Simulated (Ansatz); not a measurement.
# C₂H₆F₂OSi: a ladder of functionals and wavefunction methods

The task here is to estimate one member of a computed series from the others.

Method: functionals in def2-TZVPP, the program's frozen cores in correlated methods; program: Ansatz 0.2.0, Gaussian basis.

The runs, in order: PBE-D4, r2SCAN-D4, PBE0-D4, B3LYP-D4, ωB97X-V, ωB97M-V, B2PLYP; CCSD(T)/def2-TZVPP; MP2/def2-QZVPP; extrapolation to the limit.

**The geometry**

An earlier PBE0-D4 in a triple-zeta def2 set relaxation fixed the geometry.

SMILES `C[SiH2]C(O)(F)F`, 12 atoms, charge 0, spin multiplicity 1.

Atoms are counted from 1 here; the program's logs count them from 0.

Bond lengths: C1–Si2 1.861 Å, C1–H7 1.092 Å, C1–H8 1.092 Å, C1–H9 1.092 Å, Si2–C3 1.929 Å, Si2–H10 1.484 Å, Si2–H11 1.484 Å, C3–O4 1.354 Å, C3–F5 1.370 Å, C3–F6 1.375 Å, O4–H12 0.968 Å. Angles: Si2–C1–H7 110.8°, Si2–C1–H8 110.4°, Si2–C1–H9 110.5°, H7–C1–H8 108.4°, H7–C1–H9 108.3°, H8–C1–H9 108.4°, C1–Si2–C3 108.7°, C1–Si2–H10 112.6°, C1–Si2–H11 112.6°, C3–Si2–H10 105.9°, C3–Si2–H11 106.8°, H10–Si2–H11 110.0°, Si2–C3–O4 111.2°, Si2–C3–F5 111.5°, Si2–C3–F6 110.4°, O4–C3–F5 109.8°, O4–C3–F6 109.6°, F5–C3–F6 104.1° and more.

The first run:

Contents of in.yaml:

```yaml
crystal:
  periodic: [false, false, false]
  atoms:
    - {symbol: C, position_ang: [-0.484226, -1.128583, 1.288951]}
    - {symbol: Si, position_ang: [0.627922, -0.727739, -0.147829]}
    - {symbol: C, position_ang: [0.249865, 1.068859, -0.739622]}
    - {symbol: O, position_ang: [-1.042841, 1.195958, -1.121562]}
    - {symbol: F, position_ang: [1.076592, 1.443922, -1.765354]}
    - {symbol: F, position_ang: [0.525308, 1.971618, 0.259969]}
    - {symbol: H, position_ang: [-0.293783, -2.139004, 1.657498]}
    - {symbol: H, position_ang: [-1.531796, -1.063039, 0.988304]}
    - {symbol: H, position_ang: [-0.316673, -0.427217, 2.108934]}
    - {symbol: H, position_ang: [2.064526, -0.738668, 0.223090]}
    - {symbol: H, position_ang: [0.398605, -1.619127, -1.311787]}
    - {symbol: H, position_ang: [-1.196500, 2.107821, -1.406693]}
basis:
  gaussian: {orbitals: def2-TZVPP}
hamiltonian: {xc: pbe, dispersion: d4}
output: {forces: true, orbitals: {seedname: orbitals}}
```

The run is started by

```console
ansatz run in.yaml --threads 4 --pin off --events-out ev --progress --plain --max-ram 10444MiB
```

Steps of the session up to this table: PBE-D4 (GGA); r2SCAN-D4 (meta-GGA); PBE0-D4 (hybrid); B3LYP-D4 (hybrid); ωB97X-V (range-separated); ωB97M-V (range-separated); B2PLYP (double hybrid); CCSD(T) in def2-TZVPP; MP2 in def2-QZVPP.

One of the session's tables, all rows but one given; the rest of the session is left out.

| method | atomisation energy (kcal/mol) |
| --- | --- |
| PBE-D4 | 1084.5 |
| r2SCAN-D4 | 1064.5 |
| PBE0-D4 | 1059.2 |
| B3LYP-D4 | 1056.8 |
| ωB97X-V | 1065.5 |
| ωB97M-V | 1064.8 |
| B2PLYP | 1047.1 |
| HF/def2-TZVPP | 758.2 |
| MP2/def2-TZVPP | 1055.2 |
| CCSD/def2-TZVPP | 1015.9 |
| CCSD(T)/def2-TZVPP | 1032.5 |
| MP2/CBS | ? |
| CCSD(T)/CBS | 1061.2 |

Q: Estimate the row for MP2/CBS from the others.

The run gave: atomisation energy (kcal/mol): 1083.8. In the column «atomisation energy (kcal/mol)» it lies between ωB97X-V (1065.5) and PBE-D4 (1084.5).
